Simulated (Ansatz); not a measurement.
# TaW4: the cost of one run

Program: Ansatz 0.2.0. Level of theory: DFT PBE, scalar-relativistic, plane waves, PAW. These are calculated values, not measurements.

### 1 The starting structure

It takes space group R-3m (No. 166, trigonal). The conventional cell has a = 4.533 Å, b = 4.533 Å, c = 13.880 Å, α = 90.00°, β = 90.00°, γ = 120.00°. Ta (site symmetry -3m) has 14 W at 2.78 to 3.19 Å as nearest neighbours. W (site symmetry 3m) has 5 W at 2.74 to 2.77 Å and 3 Ta at 2.78 Å as nearest neighbours. Around W (site symmetry 3m) lie 7 W at 2.76 to 2.79 Å and 1 Ta at 2.80 Å.

Structure file:

```cif
data_structure
_symmetry_space_group_name_H-M 'P 1'
_symmetry_Int_Tables_number 1
_cell_length_a 5.3156
_cell_length_b 5.3156
_cell_length_c 5.3156
_cell_angle_alpha 50.476
_cell_angle_beta 50.476
_cell_angle_gamma 50.476
_cell_volume 82.33
loop_
_atom_site_label
_atom_site_type_symbol
_atom_site_fract_x
_atom_site_fract_y
_atom_site_fract_z
_atom_site_occupancy
Ta1 Ta 0.50000 0.50000 0.50000 1
W1 W 0.90112 0.90112 0.90112 1
W2 W 0.09888 0.09888 0.09888 1
W3 W 0.29828 0.29828 0.29828 1
W4 W 0.70172 0.70172 0.70172 1
```

It is the end of an earlier relaxation with the same method, from a generated guess; it is a trial structure. At a tolerance of 0.05 Å it has space group R-3m (No. 166); it has 16.47 Å³/atom, an uncorrected energy of -0.08 eV/atom over the elements.

### 2 Bands, states and charges

File input.yaml:

```yaml
crystal:
  lattice:
    - [2.2664608907, 1.3085418054, 4.6267437]
    - [-2.2664608907, 1.3085418054, 4.6267437]
    - [0.0, -2.6170836107, 4.6267437]
  atoms:
    - { symbol: Ta, position: [0.5, 0.5, 0.5] }
    - { symbol: W, position: [0.901121, 0.901121, 0.901121] }
    - { symbol: W, position: [0.098879, 0.098879, 0.098879] }
    - { symbol: W, position: [0.298277, 0.298277, 0.298277] }
    - { symbol: W, position: [0.701723, 0.701723, 0.701723] }
basis:
  ecutwfc: 420
kpoints:
  mp_grid: { grid: [12, 12, 12] }
  band_path:
    path:
      - [[0.0, 0.0, 0.0], [0.5, 0.5, 0.5], [0.78000806, 0.21999194, 0.5]]
      - [[0.5, -0.21999194, 0.21999194], [0.5, 0.0, 0.0], [0.0, 0.0, 0.0], [0.35999597, -0.35999597, 0.0]]
      - [[0.64000403, 0.0, 0.35999597], [0.5, 0.0, 0.5], [0.0, 0.0, 0.0]]
    npoints: 14
hamiltonian:
  xc: pbe
scf:
  occupations: { method: gaussian, width: 0.1 }
  n_extra_bands: 12
output:
  forces: true
  stress: true
  eigenvalues: true
  populations: true
  dos: { projected: true, de: 0.02, nscf_kmesh: { grid: [15, 15, 15] } }
  bader: true
```

Command:

```
ansatz run input.yaml --threads 1 --pin off --max-ram 3072MiB --backend cpu --events-out ev --progress --plain --runs-dir out
```

What time and memory should one allow on 1 thread of Intel Xeon 6975P-C (Granite Rapids), shared host?

About 84 s, with a peak of 1.1 GiB.
